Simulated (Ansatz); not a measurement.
# KNaF2: the band gap up the ladder of functionals

An exercise on one series of results from a longer session: the logs are not shown, and one member is left open.

Program: Ansatz 0.2.0. PAW datasets, plane waves. The calculation is spin-unpolarised, and the structure need not be a phase that has been made.

## The system as given

The cell was relaxed beforehand with r2SCAN.

The symmetry is R-3m (No. 166, trigonal); conventional cell a = 3.478 Å, c = 17.447 Å, 15.23 Å³ an atom. Near Na stand 6 F at 2.37 Å; near K stand 6 F at 2.60 Å; near F stand 3 Na at 2.37 Å and 3 K at 2.60 Å.

Coordinates:

```cif
data_structure
_symmetry_space_group_name_H-M 'R-3m:H'
_symmetry_Int_Tables_number 166
_cell_length_a 3.4783
_cell_length_b 3.4783
_cell_length_c 17.4465
_cell_angle_alpha 90.000
_cell_angle_beta 90.000
_cell_angle_gamma 120.000
_cell_volume 182.80
loop_
_atom_site_label
_atom_site_type_symbol
_atom_site_symmetry_multiplicity
_atom_site_Wyckoff_symbol
_atom_site_fract_x
_atom_site_fract_y
_atom_site_fract_z
_atom_site_occupancy
Na1 Na 3 a 0.00000 0.00000 0.00000 1
K1 K 3 b 0.66667 0.33333 0.83333 1
F1 F 6 c 0.33333 0.66667 0.92777 1
```

Set-up of the first run:

Input file input.yaml:

```yaml
crystal:
  lattice:
    - [1.7391397354, 1.0040927945, 5.815505217]
    - [-1.7391397354, 1.0040927945, 5.815505217]
    - [0.0, -2.0081855887, 5.8155052171]
  atoms:
    - { symbol: Na, position: [1.0, 0.0, 0.0] }
    - { symbol: K, position: [0.5, 0.5, 0.5] }
    - { symbol: F, position: [0.2610994597, 0.2610994597, 0.2610994597] }
    - { symbol: F, position: [0.7389005403, 0.7389005403, 0.7389005403] }
kpoints:
  mp_grid: { grid: [8, 8, 8] }
  band_path:
    path:
      - [[0.0, 0.0, 0.0], [0.5, 0.5, 0.5], [0.813459504613, 0.186540495387, 0.5]]
      - [[0.5, -0.186540495387, 0.186540495387], [0.5, 0.0, 0.0], [0.0, 0.0, 0.0], [0.343270247694, -0.343270247694, 0.0]]
      - [[0.656729752306, 0.0, 0.343270247694], [0.5, 0.0, 0.5], [0.0, 0.0, 0.0]]
    npoints: 10
hamiltonian:
  xc: pbe
scf:
  occupations: { method: fermi_dirac, width: 0.02 }
  n_extra_bands: 5
output:
  forces: true
  stress: true
  eigenvalues: true
```

Steps of the session up to this table: Band structure with PBE; r2SCAN; HSE06 at the same geometry; Quasiparticle levels, G0W0@PBE; PBE0 at the same geometry.

One of the session's tables, all rows but one given; the rest of the session is left out.

```
                     level  gap (eV)
                       PBE         ?
                    r2SCAN      6.98
                     HSE06      8.32
G0W0@PBE (181 empty bands)      9.86
                      PBE0      9.09
```

Q: Estimate the row for PBE from the others.

**Answer.** gap (eV): 6.25. In the column «gap (eV)» it is the lowest.

Meshes: PBE 8×8×8, r2SCAN 8×8×8, HSE06 6×6×6, PBE0 6×6×6

In words: PBE gives the least gap, 6.25 eV, and G0W0@PBE (181 empty bands) the largest, 9.86 eV. PBE reaches 63 % of the G0W0@PBE value, and r2SCAN 71 %. PBE0 lies 0.77 eV above HSE06, which differs from it by screening the long-range exchange. The G0W0 figures hold for the stated bands, cutoff and mesh and aren't extrapolated.

Limits of these values: Warnings in the runs' records: stress scf threshold loose, stress exchange threshold loose.
